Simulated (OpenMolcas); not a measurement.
**C2HF2Si (SMILES [C]#C[SiH](F)F): levels of theory compared**

Wanted: a comparison of 6 runs (UHF/STO-3G, UB3LYP/6-31G*, U-r2SCAN/def2-SVPD, UM06-2X/def2-SVPD, USVWN5/def2-SVPD) of C2HF2Si. 

The calculation is run with OpenMolcas 26.06.

## Step 1: The molecule

C2HF2Si has 6 atoms, charge 0, and is taken as a doublet. SMILES: `[C]#C[SiH](F)F`. The shape is that of a PBE0-D4/def2-TZVP optimisation.

Bond lengths: C1–C2 1.211 Å, C2–Si3 1.812 Å, Si3–F4 1.580 Å, Si3–F5 1.580 Å, Si3–H6 1.468 Å. Angles: C1–C2–Si3 176.8°, C2–Si3–F4 108.8°, C2–Si3–F5 108.8°, F4–Si3–F5 107.9°, C2–Si3–H6 112.5°, F4–Si3–H6 109.4°, F5–Si3–H6 109.4°.

## Step 2: Energy and forces at UHF/STO-3G (run 1)

Input file mol.xyz:

```xyz
6

C      0.858400    -2.085100     1.052200
C      0.445300    -1.082600     0.512900
Si    -0.183000     0.459200    -0.201300
F     -1.479900     0.138200    -1.044000
F      0.904100     1.043400    -1.187100
H     -0.502800     1.463000     0.821300
```

Input file job.inp:

```
&GATEWAY
  BasLib = $CurrDir
  Coord = mol.xyz
  Basis = STO-3G
  Group = NoSym

&SEWARD

&SCF
  UHF
  Spin = 2
  Thresholds = 1e-10 1e-07 1e-07 1e-05
  PrOrbitals = 1 1

&ALASKA
```

The basis set STO-3G is read from a file made from the Basis Set Exchange's data (not shown).

On the command line:

```sh
$ export MOLCAS_MEM=1860
$ pymolcas job.inp > job.log
```

The program printed:

```text
--- Start Module: gateway ---
[...]
--- Stop Module: gateway /rc=_RC_ALL_IS_WELL_ ---
[...]
      Basis functions           30
[...]
--- Start Module: scf ---
[...]
       Convergence after  20 Iterations
[...]
::    Total SCF energy                               -556.9617774679
[...]
      Total spin, S                                     0.7452820506
[...]
      Total electronic charge=   45.000000
      Total            charge=   -0.000000
[...]
      Dipole Moment (debye):
      Origin of the operator (angstrom)=   -0.0101   -0.0137   -0.3123
                   X=  3.1118E-02               Y=  9.4650E-02               Z=  1.1124E+00           Total=  1.1169E+00
      Quadrupole Moment (debye*angstrom):
[...]
--- Stop Module: scf /rc=_RC_ALL_IS_WELL_ ---
--- Start Module: alaska ---
[...]
 *              Molecular gradients               *
 **************************************************
  Irreducible representation: a
 ------------------------------------------------------------------------------------------
                              X                       Y                       Z
 ------------------------------------------------------------------------------------------
  C1               -1.00961876160524E-02    2.46758495672665E-02   -1.20952546722268E-02
  C2                1.08011392186110E-02   -2.70332850230655E-02    8.94175893013467E-03
  SI3               1.62711379564251E-03   -1.02882299237388E-02   -3.90845207557771E-02
  F4                1.69315110531016E-02    2.92415291013626E-03    1.28253861505154E-02
  F5               -1.32137391886111E-02   -8.53217162137554E-03    1.46756981812661E-02
  H6               -6.04983726267272E-03    1.82536840908187E-02    1.47369321660826E-02
 ------------------------------------------------------------------------------------------
--- Stop Module: alaska /rc=_RC_ALL_IS_WELL_ ---
[...]
```

It took 1.6 s on 1 thread of Intel Xeon 6975P-C (Granite Rapids), shared host; peak memory 0.37 GiB.

## Step 3: Energy and forces at UB3LYP/6-31G(d) (spherical functions) (run 2)

Input file coord.xyz:

```xyz
6

C      0.858400    -2.085100     1.052200
C      0.445300    -1.082600     0.512900
Si    -0.183000     0.459200    -0.201300
F     -1.479900     0.138200    -1.044000
F      0.904100     1.043400    -1.187100
H     -0.502800     1.463000     0.821300
```

Input file calc.input:

```
>>> EXPORT MOLCAS_PRINT=2
&GATEWAY
BasLib = $CurrDir
Coord = coord.xyz
Basis = 6-31Gs
Group = NoSym
&SEWARD
GridInput
Grid=UltraFine
End of Grid
&SCF
UHF
Spin = 2
KSDFT = B3LYP
Thresholds = 1e-10 1e-07 1e-07 1e-05
PrOrbitals = 1
&ALASKA
```

The basis set 6-31G* is read from a file made from the Basis Set Exchange's data (not shown).

On the command line:

```sh
$ export MOLCAS_MEM=1860
$ pymolcas calc.input > calc.log
```

The program printed:

```text
--- Start Module: gateway ---
[...]
--- Stop Module: gateway /rc=_RC_ALL_IS_WELL_ ---
[...]
      Basis functions           76
[...]
--- Start Module: scf ---
[...]
       Convergence after  20 Iterations
[...]
::    Total KS-DFT energy                            -565.9248575508
[...]
      Total spin, S                                     0.5122578551
[...]
      Total electronic charge=   45.000000
      Total            charge=   -0.000000
[...]
      Dipole Moment (debye):
      Origin of the operator (angstrom)=   -0.0101   -0.0137   -0.3123
                   X=  1.1496E-01               Y= -9.5621E-02               Z=  1.3041E+00           Total=  1.3126E+00
      Quadrupole Moment (debye*angstrom):
[...]
--- Stop Module: scf /rc=_RC_ALL_IS_WELL_ ---
[...]
--- Start Module: alaska ---
[...]
 *              Molecular gradients               *
 **************************************************
  Irreducible representation: a
 ------------------------------------------------------------------------------------------
                              X                       Y                       Z
 ------------------------------------------------------------------------------------------
  C1               -6.53234154877502E-03    1.58757390158399E-02   -8.38761012209766E-03
  C2                5.65209113373087E-03   -1.38090681180988E-02    6.79852923625971E-03
  SI3              -9.85235799872530E-04    5.03492946262618E-04   -1.41714263592494E-02
  F4                1.25870849979179E-02    3.38000668930905E-03    7.97607017663893E-03
  F5               -1.07905856354460E-02   -5.50527920671584E-03    9.41511397508066E-03
  H6                6.89868524079706E-05   -4.44891326544905E-04   -1.63067690663032E-03
 ------------------------------------------------------------------------------------------
--- Stop Module: alaska /rc=_RC_ALL_IS_WELL_ ---
[...]
```

Run time: 27 s. Hardware: 1 thread of Intel Xeon 6975P-C (Granite Rapids), shared host; peak memory 0.43 GiB.

Run 3 isn't shown in full; the table further down has it.

## Step 4: The energy at U-r2SCAN/def2-SVPD (run 4)

Input file mol.inp:

```
* C2HF2Si Kohn-Sham DFT

&GATEWAY
 BasLib
 $CurrDir
 Coord
 6
 angstrom
 C        0.858400      -2.085100       1.052200
 C        0.445300      -1.082600       0.512900
 Si      -0.183000       0.459200      -0.201300
 F       -1.479900       0.138200      -1.044000
 F        0.904100       1.043400      -1.187100
 H       -0.502800       1.463000       0.821300
 Basis
 def2-SVPD
 Group
 NoSym

&SEWARD
 GridInput
 Grid=UltraFine
 End of Grid

&SCF
 UHF
 Spin
 2
 KSDFT
 2
 1.0 MGGA_X_R2SCAN
 1.0 MGGA_C_R2SCAN
 Thresholds
 1e-10 1e-07 1e-07 1e-05
 PrOrbitals
 1
```

The basis set def2-SVPD is read from a file made from the Basis Set Exchange's data (not shown).

On the command line:

```sh
$ export MOLCAS_MEM=1860
$ pymolcas mol.inp > mol.log
```

The program printed:

```text
--- Start Module: gateway ---
[...]
--- Stop Module: gateway /rc=_RC_ALL_IS_WELL_ ---
--- Start Module: seward ---
[...]
      Basis functions          118
--- Stop Module: seward /rc=_RC_ALL_IS_WELL_ ---
[...]
--- Start Module: scf ---
[...]
       Convergence after  20 Iterations
[...]
::    Total KS-DFT energy                            -565.4924524439
[...]
      Total spin, S                                     0.5266572696
[...]
      Dipole Moment (debye):
      Origin of the operator (angstrom)=   -0.0101   -0.0137   -0.3123
                   X=  1.6137E-01               Y= -1.9374E-01               Z=  1.4559E+00           Total=  1.4775E+00
      Quadrupole Moment (debye*angstrom):
[...]
--- Stop Module: scf /rc=_RC_ALL_IS_WELL_ ---
[...]
```

Wall time 76 s (1 thread of Intel Xeon 6975P-C (Granite Rapids), shared host); peak memory 0.74 GiB.

Run 5 isn't shown in full; the table further down has it.

## Step 5: Energy and forces at USVWN5/def2-SVPD (run 6)

Input file geom.xyz:

```xyz
6

C      0.858400    -2.085100     1.052200
C      0.445300    -1.082600     0.512900
Si    -0.183000     0.459200    -0.201300
F     -1.479900     0.138200    -1.044000
F      0.904100     1.043400    -1.187100
H     -0.502800     1.463000     0.821300
```

Input file job.inp:

```
&GATEWAY
 BasLib=$CurrDir
 Coord=geom.xyz
 Basis=def2-SVPD
 Group=NoSym

&SEWARD
 GridInput
 Grid=UltraFine
 End of Grid

&SCF
 UHF
 Spin=2
 KSDFT=SVWN5
 Thresholds=1e-10 1e-07 1e-07 1e-05
 PrOrbitals=1 1

&ALASKA
```

The basis set def2-SVPD is read from a file made from the Basis Set Exchange's data (not shown).

On the command line:

```sh
$ export MOLCAS_MEM=1860
$ pymolcas job.inp > job.log
```

The program printed:

```text
--- Start Module: gateway ---
[...]
--- Stop Module: gateway /rc=_RC_ALL_IS_WELL_ ---
[...]
      Basis functions          118
[...]
--- Start Module: scf ---
[...]
       Convergence after  21 Iterations
[...]
::    Total KS-DFT energy                            -562.5161938156
[...]
      Total spin, S                                     0.5102428277
[...]
      Total electronic charge=   45.000000
      Total            charge=   -0.000000
[...]
      Dipole Moment (debye):
      Origin of the operator (angstrom)=   -0.0101   -0.0137   -0.3123
                   X=  8.0323E-02               Y=  1.5155E-02               Z=  1.4276E+00           Total=  1.4300E+00
      Quadrupole Moment (debye*angstrom):
[...]
--- Stop Module: scf /rc=_RC_ALL_IS_WELL_ ---
[...]
--- Start Module: alaska ---
[...]
 *              Molecular gradients               *
 **************************************************
  Irreducible representation: a
 ------------------------------------------------------------------------------------------
                              X                       Y                       Z
 ------------------------------------------------------------------------------------------
  C1               -1.28143249242783E-02    3.11286309349086E-02   -1.65398350650747E-02
  C2                1.28272746245484E-02   -3.10901567202468E-02    1.69996509214531E-02
  SI3              -5.35567485468036E-03    9.87340543491833E-03   -2.76734777343766E-02
  F4                2.20577254630996E-02    5.44679808487825E-03    1.46973482161989E-02
  F5               -1.84861487476908E-02   -9.95595531883176E-03    1.71673089229731E-02
  H6                1.77114843906123E-03   -5.40272241566431E-03   -4.65099526118262E-03
 ------------------------------------------------------------------------------------------
--- Stop Module: alaska /rc=_RC_ALL_IS_WELL_ ---
[...]
```

Run time: 43 s. Hardware: 1 thread of Intel Xeon 6975P-C (Granite Rapids), shared host; peak memory 0.73 GiB.

## Step 6: The series

```tsv
run	level	integration grid	Cartesian functions	energy (Eh)	dipole moment (D)	HOMO energy (eV)	LUMO energy (eV)	wall time
1	UHF/STO-3G	–	no	-556.961777	1.12	-9.64	5.59	1.6 s
2	UB3LYP/6-31G* (spherical functions)	UltraFine	no	-565.924858	1.31	-8.51	-5.48	27 s
3	UB3LYP/6-31G* (Cartesian functions)	UltraFine	yes	-565.931470	1.32	-8.51	-5.50	32 s
4	U-r2SCAN/def2-SVPD	UltraFine	no	-565.492452	1.48	-8.16	-5.82	76 s
5	UM06-2X/def2-SVPD	UltraFine	no	-565.537793	1.57	-10.34	-5.19	80 s
6	USVWN5/def2-SVPD	UltraFine	no	-562.516194	1.43	-8.06	-7.22	43 s
```

## Step 7: Summary of results

| quantity | value |
| --- | --- |
| run 6: total energy | -562.51619 Eh |
| run 6: dipole moment | 1.43 D |
| run 6: HOMO energy (highest over α and β) | -8.06 eV |
| run 6: LUMO energy (lowest over α and β) | -7.22 eV |
| run 6: ⟨S²⟩ | 0.771 |
| run 6: largest force on an atom | 1.938 eV/Å |

In words: The dipole moment (its size) runs from 1.12 D (UHF/STO-3G) to 1.57 D (UM06-2X/def2-SVPD). The two ends differ in method and basis. Totals of different functionals can't be ranked against each other. In run 1 the basis is minimal, so the values are rough. Spin contamination of the reference: run 1 ⟨S²⟩ = 1.30. All runs together took 4.3 min, the longest 80 s.
